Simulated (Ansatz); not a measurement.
# Alloy of GaAs and GaP (5 of 8 As sites exchanged), 16 atoms with displaced atoms

Wanted: the effect of changed settings on energy, forces, pressure and convergence.

Method: density functional theory in Ansatz 0.2.0, PAW datasets, plane waves.

2 further runs of the same task are left out: 2 that didn't finish.

### Step 1. The system as built

16 atoms (8 Ga, 3 As, 5 P); a = 7.785 Å, b = 6.742 Å, c = 6.413 Å, α = 90.00°, β = 90.00°, γ = 90.00°. All atoms were shaken off their sites by about 0.04 Å along each axis.

### Step 2. Single point with PBEsol

Input file in.yaml:

```yaml
crystal:
  lattice:
    - [7.785075, 0.000000, 0.000000]
    - [-0.000001, 6.742073, 0.000000]
    - [0.000000, 0.000000, 6.412590]
  atoms:
    - { symbol: Ga, position: [0.005758, 0.329374, 0.999322] }
    - { symbol: Ga, position: [0.499615, 0.335869, 0.006452] }
    - { symbol: Ga, position: [0.244490, 0.833265, 0.009717] }
    - { symbol: Ga, position: [0.754994, 0.837265, 0.994245] }
    - { symbol: Ga, position: [0.251473, 0.162036, 0.489697] }
    - { symbol: Ga, position: [0.996964, 0.669464, 0.490978] }
    - { symbol: Ga, position: [0.759929, 0.161479, 0.504245] }
    - { symbol: Ga, position: [0.515064, 0.668984, 0.506968] }
    - { symbol: As, position: [0.004708, 0.342226, 0.375890] }
    - { symbol: As, position: [0.005766, 0.664511, 0.865187] }
    - { symbol: As, position: [0.747496, 0.173889, 0.870619] }
    - { symbol: P, position: [0.496534, 0.333948, 0.368802] }
    - { symbol: P, position: [0.251544, 0.824596, 0.376034] }
    - { symbol: P, position: [0.741873, 0.836123, 0.381867] }
    - { symbol: P, position: [0.238657, 0.160631, 0.879221] }
    - { symbol: P, position: [0.490066, 0.669144, 0.873282] }
kpoints:
  mp_grid: { grid: [2, 2, 2], shift: [0.5, 0.5, 0.5] }
hamiltonian:
  xc: pbesol
scf:
  occupations: { method: fermi_dirac, width: 0.01 }
output:
  forces: true
  eigenvalues: true
  stress: true
  populations: true
```

Launch:

```console
$ ansatz run in.yaml --threads 7 --pin off --max-ram 13300MiB --runs-dir r --events-out ev --progress --plain
```

### Step 3. Variant: charge changed by 6, density threshold 1e-05 eV

Edit in.yaml of step 2 so:

```diff
@@ -26,4 +26,7 @@
   xc: pbesol
+total_charge: 6
 scf:
   occupations: { method: fermi_dirac, width: 0.01 }
+  max_iter: 60
+  convergence: { dr2_threshold: 1e-05 }
 output:
@@ -32,2 +35 @@
   stress: true
-  populations: true
```

### Step 4. Run again with accuracy high, functional PBE

Edit in.yaml of step 3 so:

```diff
@@ -1 +1,2 @@
+accuracy: high
 crystal:
@@ -25,8 +26,6 @@
 hamiltonian:
-  xc: pbesol
-total_charge: 6
+  xc: pbe
 scf:
   occupations: { method: fermi_dirac, width: 0.01 }
-  max_iter: 60
-  convergence: { dr2_threshold: 1e-05 }
+  max_iter: 100
 output:
```

### Step 5. Variant: density cutoff ratio 2, cutoff 240 eV

Edit in.yaml of step 4 so:

```diff
@@ -1,2 +1 @@
-accuracy: high
 crystal:
@@ -25,7 +24,8 @@
   mp_grid: { grid: [2, 2, 2], shift: [0.5, 0.5, 0.5] }
+basis: { ecutwfc: 240, ecutrho_ratio: 2 }
 hamiltonian:
-  xc: pbe
+  xc: pbesol
 scf:
   occupations: { method: fermi_dirac, width: 0.01 }
-  max_iter: 100
+  max_iter: 70
 output:
```

### Step 6. Changed settings: functional LDA, density cutoff ratio 1

Edit in.yaml of step 5 so:

```diff
@@ -24,5 +24,5 @@
   mp_grid: { grid: [2, 2, 2], shift: [0.5, 0.5, 0.5] }
-basis: { ecutwfc: 240, ecutrho_ratio: 2 }
+basis: { ecutrho_ratio: 1 }
 hamiltonian:
-  xc: pbesol
+  xc: lda
 scf:
```

### Step 7. Run again with density threshold 0.001 eV, occupations Fermi–Dirac

Edit in.yaml of step 6 so:

```diff
@@ -24,5 +24,4 @@
   mp_grid: { grid: [2, 2, 2], shift: [0.5, 0.5, 0.5] }
-basis: { ecutrho_ratio: 1 }
 hamiltonian:
-  xc: lda
+  xc: pbesol
 scf:
@@ -30,2 +29,3 @@
   max_iter: 70
+  convergence: { dr2_threshold: 1e-03 }
 output:
```

### Step 8. Changed settings: xc grid 3

Edit in.yaml of step 7 so:

```diff
@@ -24,2 +24,3 @@
   mp_grid: { grid: [2, 2, 2], shift: [0.5, 0.5, 0.5] }
+basis: { xc_grid: 3 }
 hamiltonian:
@@ -29,3 +30,2 @@
   max_iter: 70
-  convergence: { dr2_threshold: 1e-03 }
 output:
```

Before running it: what results should come out? Wanted: for each run, settings; status; energy from base; forces from base.

The runs gave:

| settings | status | cycles | time | energy from base (meV/atom) | forces from base (eV/Å rms) | filled to empty level on the mesh (eV) |
| --- | --- | --- | --- | --- | --- | --- |
| base | converged | 8 | 3.4 s (7 CPU threads) | 0 | 0 | 2.11 |
| charge changed by 6, density threshold 1e-05 eV | converged | 13 | 4 s (7 CPU threads) | - | 0.226 | 0.07 |
| accuracy high, functional PBE | converged | 11 | 3.4 s (7 CPU threads) | - | 0.024 | 2.19 |
| density cutoff ratio 2, cutoff 240 eV | converged, settings too loose | 9 | 1.4 s (7 CPU threads) | +685.1 | 0.206 | 2.15 |
| functional LDA, density cutoff ratio 1 | converged, settings too loose | 8 | 2.2 s (7 CPU threads) | - | 0.497 | 2.08 |
| density threshold 0.001 eV, occupations Fermi–Dirac | converged, settings too loose | 6 | 2.5 s (7 CPU threads) | 0.0 | 0.000 | 2.11 |
| xc grid 3 | converged | 8 | 2.6 s (7 CPU threads) | 0.0 | 0.000 | 2.11 |

**What this shows.** Among these variants the forces move most with functional LDA, density cutoff ratio 1 (0.497 eV/Å rms). The base mesh is coarse for so small a cell, so pressure, spacing and their changes aren't converged values of the solid.
